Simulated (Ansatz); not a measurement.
**Bi (P2/m): frozen displacement of one atom**

Wanted for Bi (P2/m): a frozen displacement of one atom.

Program: the Python package of Ansatz 0.2.0. Level of theory: DFT r2SCAN, plane waves, PAW. These are calculated values, not measurements.

### 1 Starting point

Symmetry: P2/m, No. 10, monoclinic system. The conventional cell has a = 3.238 Å, b = 3.222 Å, c = 6.444 Å, α = 90.00°, β = 90.72°, γ = 90.00°. Around Bi (site symmetry m) lie 6 Bi at 3.22 to 3.24 Å.

bi.xyz, read by the script:

```xyz
2
Lattice="3.23837625 0.0 0.0 0.0 3.22164332 0.0 -0.08045488 0.0 6.44388879" Properties=species:S:1:pos:R:3 pbc="T T T"
Bi    1.45575120    0.00000000    1.61369223
Bi    1.70217017    0.00000000    4.83019656
```

### 2 The script

File bi_push.py:

```python
import warnings

import ansatz
import numpy as np

warnings.simplefilter("ignore", ansatz.DeckWarning)

system = ansatz.Crystal.from_extxyz("bi.xyz")

inverse = np.linalg.inv(np.array(system.lattice.vectors))
home = np.array(system.sites[1].position)
values = np.linspace(-0.2, 0.2, 5)
energies, pulls = [], []
for shift in values:
    moved = system.move(1, to=home + shift * inverse[2])
    model = moved.calculation()
    model = model.kpoints(spacing=0.24)
    model = model.functional("r2scan").basis(530)
    model = model.occupations("Gaussian", width=0.1)
    model = model.forces()
    rep = model.run(threads=1).report
    energies.append(rep["free_energy_ev"])
    pulls.append(rep["forces_ev_ang"][1][2])

print("shift (A)   dE (eV)   force along z (eV/A)")
for shift, e, f in zip(values, energies, pulls):
    print(f"{shift:8.3f} {e - energies[2]:10.5f} {f:12.4f}")
print(f"stiffness from energies {2 * np.polyfit(values, energies, 2)[0]:.3f}, from forces {-np.polyfit(values, pulls, 1)[0]:.3f} eV/A^2")
```

### 3 What the engine is handed

The package turns the script's settings into the engine's input (first run):

```yaml
crystal:
  lattice:
    - [3.23837625, 0.0, 0.0]
    - [0.0, 3.22164332, 0.0]
    - [-0.08045488, 0.0, 6.44388879]
  atoms:
    - { symbol: Bi, position: [0.4557527498053676, 0.0, 0.2504221104039258] }
    - { symbol: Bi, position: [0.5434761566902935, 0.0, 0.7185407307440512] }
basis:
  ecutwfc: 530.0
kpoints:
  mp_grid:
    kspacing: 0.24
hamiltonian:
  xc: r2scan
scf:
  occupations:
    method: gaussian
    width: 0.1
output:
  forces: true
```

### 4 The run

Launch:

```bash
python bi_push.py
```

**Question.** What results will this script give? Wanted: range of energy; lowest point, shift of atom 2 from run 1.

The runs gave:

```
                                    quantity           value
                               runs compared               5
                             range of energy  18.18 meV/atom
lowest point, shift of atom 2 from run 1 (Å)           0.200
```

What this shows: The lowest point, at 0.200, lies inside the range. The ends stand 18.2 and 15.9 meV/atom above it. What to keep in mind:
- In a metal a curvature from energy changes of a few meV or less hangs on mesh and smearing, in size and even in sign.
- Spin-orbit coupling, which matters for elements this heavy, is left out.
- This isn't the structure that Bi takes at ambient conditions.
- All periodic images of the atom move with it, so the curvature is one diagonal element of the zone-centre force constants and no normal mode; a positive value doesn't exclude soft modes in which several atoms move. Whether this is the phase that is stable at ambient conditions was not tested.
